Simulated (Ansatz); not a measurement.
# Cd5Te3Se2: what a guessed cell relaxes into, part 1 of 2

Where does this trial cell of Cd5Te3Se2 go when cell and atoms are let free?

Method: DFT PBE, scalar-relativistic, plane waves, PAW, in Ansatz 0.2.0.

### 1 The structure to begin with

The structure is tetragonal, space group I-4m2 (No. 119). Conventional cell: a = 4.295 Å, b = 4.295 Å, c = 30.373 Å, α = 90.00°, β = 90.00°, γ = 90.00°. Around Cd (site symmetry 2mm) lie 2 Te at 2.63 Å and 2 Se at 2.63 Å. Around Cd (site symmetry -4m2) lie 4 Te at 2.63 Å. Te (site symmetry 2mm) is surrounded by 4 Cd at 2.63 Å. Te (site symmetry -4m2) has 4 Cd at 2.63 Å in its first shell of neighbours. Se (site symmetry 2mm) is surrounded by 4 Cd at 2.63 Å.

Coordinates:

```
CELL_PARAMETERS angstrom
-2.14773 2.14773 15.18671
2.14773 -2.14773 15.18671
2.14773 2.14773 -15.18671
ATOMIC_POSITIONS crystal
Cd 0.80000 0.80000 0.00000
Cd 0.40000 0.40000 0.00000
Cd 0.00000 0.00000 0.00000
Cd 0.60000 0.60000 0.00000
Cd 0.20000 0.20000 0.00000
Te 0.95000 0.45000 0.50000
Te 0.55000 0.05000 0.50000
Te 0.75000 0.25000 0.50000
Se 0.35000 0.85000 0.50000
Se 0.15000 0.65000 0.50000
```

The start is an ordering of an alloy on its end members' structure types: elements ordered on the sites of the CdTe type, Se/Te on Te (I-4m2, No. 119).

### 2 Probe: one point on a coarse mesh

Contents of input.yaml:

```yaml
crystal:
  lattice:
    - [-2.14772512, 2.14772512, 15.18670997]
    - [2.14772512, -2.14772512, 15.18670997]
    - [2.14772512, 2.14772512, -15.18670997]
  atoms:
    - { symbol: Cd, position: [0.8, 0.8, 0.0] }
    - { symbol: Cd, position: [0.4, 0.4, 0.0] }
    - { symbol: Cd, position: [0.0, 0.0, 0.0] }
    - { symbol: Cd, position: [0.6, 0.6, 0.0] }
    - { symbol: Cd, position: [0.2, 0.2, 0.0] }
    - { symbol: Te, position: [0.95, 0.45, 0.5] }
    - { symbol: Te, position: [0.55, 0.05, 0.5] }
    - { symbol: Te, position: [0.75, 0.25, 0.5] }
    - { symbol: Se, position: [0.35, 0.85, 0.5] }
    - { symbol: Se, position: [0.15, 0.65, 0.5] }
basis:
  ecutwfc: 420
kpoints:
  mp_grid: { grid: [6, 6, 6] }
hamiltonian:
  xc: pbe
scf:
  occupations: { method: gaussian, width: 0.1 }
  lower_state_search: "off"
output:
  forces: true
  stress: true
  eigenvalues: true
```

The run is started by

```bash
> ansatz run input.yaml --threads 4 --pin off --max-ram 8192MiB --backend cpu --events-out ev --progress --plain --runs-dir out
```

The program printed, cut to the lines that bear on the results:

```text
[...]
SCF converged after 7 iterations
Free energy (F): -73153.605762 eV
[...]
E sigma→0 (E₀):  -73153.605762 eV
Fermi energy:    9.850819 eV
[...]
--- Forces (eV/Å), atoms counted from 1 ---
  atom   1  Cd    -0.00000000    -0.00000000     1.12632868
  atom   2  Cd    -0.00000000    -0.00000000    -1.14561725
  atom   3  Cd    -0.00000000    -0.00000000     0.00000000
  atom   4  Cd    -0.00000000    -0.00000000     1.14561725
  atom   5  Cd    -0.00000000     0.00000000    -1.12632868
  atom   6  Te    -0.00000000     0.00000000    -0.20296202
  atom   7  Te     0.00000000     0.00000000     0.20296202
  atom   8  Te     0.00000000    -0.00000000     0.00000000
[...]
--- Stress (GPa, compression-positive) ---
       11.230949       0.000000      -0.000000
        0.000000      11.230949      -0.000000
       -0.000000       0.000000      10.971358
  P = ⅓ Tr σ = 11.1444 GPa (111.444 kbar)
--- Band table (eV; the first three rows and the last of 30) ---
[...]
```

Wall time 21 s (4 threads of AMD EPYC 7R43 (Zen 3), shared host); peak memory 1.3 GiB.

Read-out: pressure 11.1 GPa, largest force 1.15 eV/Å, gap on this mesh 0.99 eV. A cheap, loose relaxation comes first.

### 3 A loose first relaxation

input.yaml, as its differences from that of step 2:

```diff
@@ -29 +29,6 @@
   eigenvalues: true
+relax:
+  adjacent_minimum: "off"
+  f_tol: 0.04
+  max_steps: 70
+  cell: { stress_tol: 0.4 }
```

The run is started by

```bash
> ansatz run input.yaml --threads 4 --pin off --max-ram 8192MiB --backend cpu --events-out ev --progress --plain --runs-dir out
```

The program printed:

```text
Warning: RAYON_NUM_THREADS=4 ignored (pool sized by the plan → 4); use --threads N
basis.fft_grid_basis auto: the FFT boxes are laid along the combinations [[1, 0, 1], [0, 1, 1], [0, 0, 1]] of the cell's own vectors, 4.295, 4.295 and 15.487 Å long. The dense box has 30×30×108 points. Along the cell's own vectors, as sized, it would have 108×108×108, 12.96 times as many. Of the 8 symmetry operations that the crystal satisfies within crystal.symmetry.tolerance (time reversal apart; of a slab, those that keep its plane) the dense box along the cell's own vectors carries 8, and the one as laid loses 6 of those. basis.fft_grid_basis: typed keeps the cell's own vectors: state it where this run's energies or levels are differenced outside the engine with another run's, or held beside a run that keeps those vectors.
Engine: ansatz 0.2.0, x86_64-unknown-linux-gnu
Pseudopotentials: kind: paw
Pseudopotential: Cd, paw, valence charge 20, recommended cutoff 420 eV (normal), Cd.paw.azcp
Pseudopotential: Te, paw, valence charge 16, recommended cutoff 420 eV (normal), Te.paw.azcp
Pseudopotential: Se, paw, valence charge 16, recommended cutoff 420 eV (normal), Se.paw.azcp
Functional definition: PBE
  parameter kappa = 0.804
  parameter beta = 0.06672455060314922
  exchange = pbe_x(kappa = kappa, mu = beta*pi^2/3)
  correlation = pbe_c(beta = beta)
Crystal: 10 atoms, lattice volume = 280.208 Å³
Basis set: ecut = 420 eV, 5427 PW (Γ), FFT grids on a1+a3, a2+a3, a3, exchange–correlation on 60×60×216 points (8 copies of the dense FFT grid, shifted against one another)
Bands: 108, of which v1, the nominal top of the filled ones, is band 90 counted from 1 (89 counted from 0)
Symmetry: 8 space group operations
Space group: I-4m2 (ITA 119), of the structure as read, at distance tolerance 6.5e-5 Å
k-points: 30 of 216 (time reversal used)
Non-local potential: Cd, projectors of the file, l = 0: 3, l = 1: 2, l = 2: 2, l = 3: 1
Non-local potential: Te, projectors of the file, l = 0: 2, l = 1: 2, l = 2: 2, l = 3: 2
Non-local potential: Se, projectors of the file, l = 0: 2, l = 1: 2, l = 2: 3, l = 3: 1
PAW form: soft (Blöchl's): semilocal exchange-correlation on the pseudo side does not see the compensation charge
PAW one-centre angular grid: Cd, 590 points (default); XC on 64 Gauss nodes
PAW one-centre angular grid: Te, 590 points (default); XC on 64 Gauss nodes
PAW one-centre angular grid: Se, 590 points (default); XC on 64 Gauss nodes
Initial density: superposition of atomic densities (neutral atoms: chi_scale 0, normalization atom), corrected by the library's trained network
Initial wavefunctions: pseudopotential atomic-orbital guess
Functional: x = pbe(κ = 0.804, μ = 0.2195149727645171), c = pbe(β = 0.06672455060314922)
SCF iter   1: F=—  HF=-73153.604232 eV  |F-HF|=—  |Δ(HF+E_count)|=         —  Δρ=1.12e-3  dr2=5.77e-3  ethr=1.77e-3  ⟨swp⟩=6.4  Hψ=12092  notcnv=0  defer=49
preconditioner: auto → Resta (q_TF=auto, 2.534 Å⁻¹)  ε∞=4.1  [insulator: Δε(μ)=0.985 eV  Ē_g=11.958 eV  σ=0.100 eV  W_gap=1.00  n_scr=80 (ndim 8)  ℏωp=21.0 eV  f_vac=0.160  D(μ)=0.00/eV (n_scr^D=0)  ε∞_Penn≈4.1]
SCF iter   2: F=—  HF=-73153.605795 eV  |F-HF|=—  |Δ(HF+E_count)|=   1.56e-3  Δρ=6.12e-4  dr2=1.92e-3  ethr=3.20e-6  ⟨swp⟩=3.0  Hψ=5810  notcnv=0  defer=61
SCF iter   3: F=—  HF=-73153.605543 eV  |F-HF|=—  |Δ(HF+E_count)|=   2.52e-4  Δρ=2.45e-4  dr2=2.22e-4  ethr=1.07e-6  ⟨swp⟩=2.0  Hψ=4219  notcnv=0  defer=61
SCF iter   4: F=—  HF=-73153.605613 eV  |F-HF|=—  |Δ(HF+E_count)|=   7.00e-5  Δρ=1.03e-4  dr2=3.57e-5  ethr=1.23e-7  ⟨swp⟩=2.0  Hψ=4180  notcnv=0  defer=61
SCF iter   5: F=—  HF=-73153.605752 eV  |F-HF|=—  |Δ(HF+E_count)|=   1.39e-4  Δρ=4.84e-5  dr2=7.95e-6  ethr=1.99e-8  ⟨swp⟩=2.0  Hψ=4990  notcnv=0  defer=61
SCF iter   6: F=—  HF=-73153.605761 eV  |F-HF|=—  |Δ(HF+E_count)|=   9.18e-6  Δρ=1.26e-5  dr2=6.86e-7  ethr=4.41e-9  ⟨swp⟩=2.0  Hψ=4990  notcnv=0  defer=61
SCF iter   7: F=-73153.605762 eV  HF=-73153.605762 eV  |F-HF|=9.55e-8  |Δ(HF+E_count)|=   5.26e-7  Δρ=4.86e-6  dr2=8.63e-8  ethr=5.56e-11  ⟨swp⟩=10.0  Hψ=18527  notcnv=0
SCF 1 converged in 7 iterations: F = -73153.605762 eV  dr2 = 8.63e-8
relax step   1: F+E_penalty+E_count = -73153.60576176 eV  Δ(F+E_penalty+E_count) = +0.000e0 eV  max|allowed force component| = 1.146e0 eV/Å  Δτ_max = 0.0000 Å  P = +11.144 GPa  Ω = 280.208 Å³  (7 SCF iters, dr2 threshold 1.00e-7 eV, accepted)
[... 15 lines left out ...]
relax step   2: F+E_penalty+E_count = -73155.39940382 eV  Δ(F+E_penalty+E_count) = -1.794e0 eV  max|allowed force component| = 1.264e-1 eV/Å  Δτ_max = 0.1262 Å  P = +1.669 GPa  Ω = 322.706 Å³  energy of the carried Pulay correction = -9.539e-3 eV  (8 SCF iters, dr2 threshold 1.00e-6 eV, accepted)
[... 12 lines left out ...]
relax step   3: F+E_penalty+E_count = -73155.46719477 eV  Δ(F+E_penalty+E_count) = -6.779e-2 eV  max|allowed force component| = 5.353e-2 eV/Å  Δτ_max = 0.0342 Å  P = +0.418 GPa  Ω = 332.030 Å³  energy of the carried Pulay correction = -1.136e-2 eV  (7 SCF iters, dr2 threshold 1.00e-6 eV, accepted)
[... 11 lines left out ...]
relax step   4: F+E_penalty+E_count = -73155.47245499 eV  Δ(F+E_penalty+E_count) = -5.260e-3 eV  max|allowed force component| = 2.549e-3 eV/Å  Δτ_max = 0.0163 Å  P = +0.034 GPa  Ω = 335.165 Å³  energy of the carried Pulay correction = -1.195e-2 eV  (6 SCF iters, dr2 threshold 4.79e-7 eV, accepted)
[... 12 lines left out ...]
relax step   5: F+E_penalty+E_count = -73155.48162912 eV  Δ(F+E_penalty+E_count) = -9.174e-3 eV  max|allowed force component| = 2.568e-3 eV/Å  Δτ_max = 0.0000 Å  P = +0.032 GPa  Ω = 335.165 Å³  stress off target by 4.49e-2 GPa  SCF on the basis re-selected at this cell (its energy is not comparable with the rows above)  (7 SCF iters)
basis re-selected at this cell: Δ(F+E_penalty+E_count) = -9.174e-3 eV, ΔP = -0.001 GPa vs the last step (what re-selecting the basis moved, of the pressure what is left beyond the Pulay correction that the steps carried, after the strain that the cell walked since its last selection, with what the two solves' SCF thresholds leave and, on support functions, any second-order correction that the steps lacked; it is no measure of the basis error at this ecutwfc). The dense FFT grid was sized anew with the basis: this SCF ran on 32×32×120 points, the steps before it on 30×30×108, so part of this shift can come from that change (see relax.cell in the input reference). This SCF's stress stands 4.49e-2 GPa from its target on what of the cell is left free (relax.cell.stress_tol is 4.00e-1 GPa) and its largest allowed force component is 2.57e-3 eV/Å (relax.f_tol is 4.00e-2 eV/Å): within both
SCF converged after 7 iterations
Free energy (F): -73155.481629 eV
Harris-Foulkes:  -73155.481629 eV  (|F-HF|=9.60e-10)
Internal energy: -73155.481619 eV  (E = F + TS)
E sigma→0 (E₀):  -73155.481624 eV
Entropy (-TS):   -0.000011 eV (-0.001 meV/atom)
Fermi energy:    6.958902 eV
--- Per-component energies (eV) ---
  E_band       = -4268.935937
  E_kinetic    = 3299.066748
  E_local      = -29843.526853  (includes V_loc(G=0)·N_el)
  E_nonlocal   = -1954.237467
  E_hartree    = 14624.760664
  E_xc         = -1462.331527
  E_vxc        = -1613.267299  (∫ρ·V_xc dr)
  E_paw        = -38228.163076  (= ΣΔE_a)
  E_vpaw       = -3406.491121  (= ΣTr[D̂ρ^β])
  E_aug_tail   = -0.001732  (compensation charges beyond the density's cutoff)
  E_ewald      = -19591.048376
  E_smearing   = -0.000011  (= −TS)
  E_closure    = 0.000000  (closes the sum)
  Σ components = -73155.481629   (vs F -73155.481629, Δ=0.00e0)
--- Forces (eV/Å), atoms counted from 1 ---
  atom   1  Cd    -0.00000000     0.00000000     0.00218816
  atom   2  Cd    -0.00000000    -0.00000000    -0.00181980
  atom   3  Cd    -0.00000000     0.00000000    -0.00000000
  atom   4  Cd    -0.00000000     0.00000000     0.00181980
  atom   5  Cd    -0.00000000     0.00000000    -0.00218816
  atom   6  Te    -0.00000000     0.00000000     0.00049857
  atom   7  Te     0.00000000     0.00000000    -0.00049857
  atom   8  Te     0.00000000    -0.00000000    -0.00000000
  atom   9  Se     0.00000000     0.00000000    -0.00256773
  atom  10  Se    -0.00000000     0.00000000     0.00256773
  max |Σ_I F_I| component: 2.17e-18 eV/Å
--- Stress (GPa, compression-positive) ---
        0.044879       0.000000      -0.000000
        0.000000       0.044879       0.000000
       -0.000000       0.000000       0.007654
  P = ⅓ Tr σ = 0.0325 GPa (0.325 kbar)
--- Band table (eV; the first three rows and the last of 30) ---
  k-point 0: bands = ["-95.1849", "-95.1404", "-95.1404", "-95.1388", "-95.1388", "-56.2507", "-56.2507", "-56.2403", "-56.2170", "-56.2170", "-56.2156", "-56.2156", "-56.2094", "-56.2094", "-56.2075", "-56.2075", "-56.1901", "-56.1901", "-56.1885", "-56.1885", "-40.1099", "-40.1099", "-40.1072", "-40.1072", "-40.0922", "-40.0922", "-40.0921", "-40.0921", "-40.0843", "-40.0843", "-29.0858", "-29.0858", "-29.0840", "-29.0840", "-29.0827", "-29.0827", "-29.0723", "-29.0721", "-29.0717", "-29.0717", "-29.0699", "-29.0657", "-29.0656", "-29.0573", "-29.0505", "-5.5448", "-5.5307", "-3.9772", "-3.8519", "-3.7495", "-1.2962", "-1.2962", "-1.2919", "-1.2500", "-1.2500", "-1.2400", "-1.2400", "-1.1946", "-1.1757", "-1.1525", "-1.1525", "-1.1434", "-1.1418", "-1.1382", "-1.1382", "-1.0770", "-1.0637", "-1.0404", "-1.0338", "-1.0337", "-1.0295", "-1.0033", "-0.9981", "-0.7671", "-0.7528", "2.9565", "3.0662", "4.5221", "4.7665", "4.9810", "4.9810", "5.0924", "5.0924", "5.8948", "5.8948", "6.2016", "6.2016", "6.6540", "6.7318", "6.7318", "7.1585", "9.1990", "9.3009", "9.7101", "9.7494", "9.8650", "9.8874", "10.5440", "10.7503", "11.8006", "11.8006", "11.8139", "12.7478", "12.7478", "13.1600", "13.1600", "13.9757", "14.1565"]
[... 3 lines left out ...]
--- Relaxed structure (4 steps of the walk, 4 accepted, 1 SCFs on fresh bases) ---
  F+E_penalty+E_count = -73155.48162912 eV   max|allowed force component| = 2.568e-3 eV/Å   (the final SCF, on the basis selected at the relaxed cell)
  cell:  # Å, volume = 335.1649 Å³
    - [-2.2821093005043616, 2.2821093005043616, 16.08887268420834]
    - [2.2821093005043616, -2.2821093005043616, 16.08887268420834]
    - [2.2821093005043616, 2.2821093005043616, -16.08887268420834]
  atoms:
    - { symbol: Cd, position: [0.8026535852488942, 0.8026535852488942, -3.934482282451218e-33] }
    - { symbol: Cd, position: [0.3943754235664609, 0.3943754235664609, -2.4395729868809454e-33] }
    - { symbol: Cd, position: [2.3987547709461453e-19, 2.398754770946101e-19, -4.229904305903613e-33] }
    - { symbol: Cd, position: [0.6056245764335391, 0.6056245764335391, -1.5011879343656767e-33] }
    - { symbol: Cd, position: [0.19734641475110565, 0.19734641475110565, 5.403526430963069e-33] }
    - { symbol: Te, position: [0.9471379970005924, 0.4471379970005926, 0.5] }
    - { symbol: Te, position: [0.5528620029994074, 0.052862002999407326, 0.5] }
    - { symbol: Te, position: [0.75, 0.25000000000000006, 0.5] }
    - { symbol: Se, position: [0.3485437265045093, 0.8485437265045095, 0.5000000000000001] }
    - { symbol: Se, position: [0.15145627349549065, 0.6514562734954906, 0.5] }
```

Wall time 2.2 min (4 threads of AMD EPYC 7R43 (Zen 3), shared host); peak memory 1.5 GiB.

Step by step:

| step | E - E(step 1) (eV/cell) | largest force component (eV/Å) | pressure (GPa) | volume (Å³) |
| --- | --- | --- | --- | --- |
| 1 | 0.0000 | 1.1456 | 11.14 | 280.21 |
| 2 | -1.7936 | 0.1264 | 1.67 | 322.71 |
| 3 | -1.8614 | 0.0535 | 0.42 | 332.03 |
| 4 | -1.8667 | 0.0025 | 0.03 | 335.16 |
| 5 | -1.8759 | 0.0026 | 0.03 | 335.16 |

Step 1 is the start. Step 5 repeats the geometry before it on a plane-wave basis chosen anew for that cell, so its energy need not be comparable with the rows above.

Lengths and angles in the start's conventional setting:

|  | before | after | change |
| --- | --- | --- | --- |
| a (Å) | 4.295 | 4.564 | +6.3 % |
| b (Å) | 4.295 | 4.564 | +6.3 % |
| c (Å) | 30.373 | 32.178 | +5.9 % |
| volume (Å³/atom) | 28.02 | 33.52 | +19.6 % |
| shortest distance (Å) | 2.630 | 2.717 | +3.3 % |
| space group (0.01 Å) | I-4m2 | I-4m2 | same |

The run keeps the 8 symmetry operations of the start, so it could not have lowered the symmetry.

(Continued in part 2 of 2.)
